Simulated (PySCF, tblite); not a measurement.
# C₄H₉P₂Si radical: geometry, infrared bands and EPR parameters

What infrared bands and EPR parameters should C₄H₉P₂Si radical (`C#CCC[Si](P)P`) show?

Programs: tblite 0.8.0 and PySCF 2.14.0, with density-fitted response routines of our own. Each step states its level of theory. These are calculated values for one molecule in the gas phase, unless marked as measured. Atoms are numbered from 0 throughout.

### 1 Starting geometry

16 atoms, charge 0, multiplicity 2; geometry from: force field or distance geometry start.

Bonds of the start (Å): C0–C1 1.22, C1–C2 1.47, C2–C3 1.53, C3–Si4 1.87, Si4–P5 2.23, Si4–P6 2.19, C0–H7 1.07, C2–H8 1.12, C2–H9 1.09, C3–H10 1.10, C3–H11 1.11, P5–H12 1.46, P5–H13 1.45, P6–H14 1.45, P6–H15 1.48.

### 2 Optimising the geometry with GFN2-xTB

What the job is given:

```
{"job": {"kind": "relax", "xc": "GFN2-xTB", "basis": "xTB"}, "charge": 0, "multiplicity": 2}
C      2.689400     0.031300     1.761300
C      2.216100    -0.227500     0.663900
C      1.674500    -0.543600    -0.664800
C      0.386300     0.263500    -0.863400
Si    -0.899300    -0.156000     0.430200
P     -2.176200     1.659300     0.621400
P     -2.083600    -1.922600    -0.093900
H      3.076900     0.266000     2.726000
H      1.406500    -1.632400    -0.656300
H      2.420100    -0.283000    -1.419300
H     -0.042500     0.185700    -1.871200
H      0.695100     1.328100    -0.744500
H     -1.514500     2.483300     1.633600
H     -2.070700     2.361000    -0.648100
H     -2.407900    -2.018400    -1.499800
H     -3.377800    -1.785700     0.613700
```

On the command line:

```sh
$ OMP_NUM_THREADS=1 python probes_run.py task.json out
```

The driver reads the jobs from task.json and runs them one after another.

**Question.** This job is followed by: GFN2-xTB harmonic vibrations, gas phase; UKS B3LYP, pcH-1 on C H P Si, non-relativistic, mean-field spin-orbit, GIAO. Predict these results of the whole session: strongest single infrared mode (GFN2-xTB); zero-point energy (GFN2-xTB); g(iso) (B3LYP); ⟨S²⟩; largest a(iso) (averaged by class); potential on the surface of density 0.002 e/bohr³, 1st and 99th percentile.

The runs gave:

```
                                                                  quantity                    value
                                 strongest single infrared mode (GFN2-xTB)    2390 cm⁻¹, 159 km/mol
                                              zero-point energy (GFN2-xTB)            68.5 kcal/mol
                                                            g(iso) (B3LYP)                  2.00428
                                                                      ⟨S²⟩       0.753 (exact 0.75)
                                        largest a(iso) (averaged by class)  29Si on Si4, -508.5 MHz
potential on the surface of density 0.002 e/bohr³, 1st and 99th percentile       -0.84 V and 1.33 V
```

Relaxing lowered the energy by 1.418 eV in 207 steps; the close pair that moved most is P6–H15, from 1.481 to 1.383 Å. All 42 modes are real, so the xTB geometry is a minimum. The strongest single mode, at 2390 cm⁻¹, moves mainly H13 and H12. Unscaled tight-binding wavenumbers are off by several per cent, some by more. Its intensities can rank the bands wrongly. Si4 carries the largest spin population, 0.75 e. The isotropic g lies 2.0 ppt above the free-electron value. These values are for one conformer; the search (at its own cheap level) found 2 more, at 0.05, 1.11 kcal/mol, and measured spectra average over such forms.
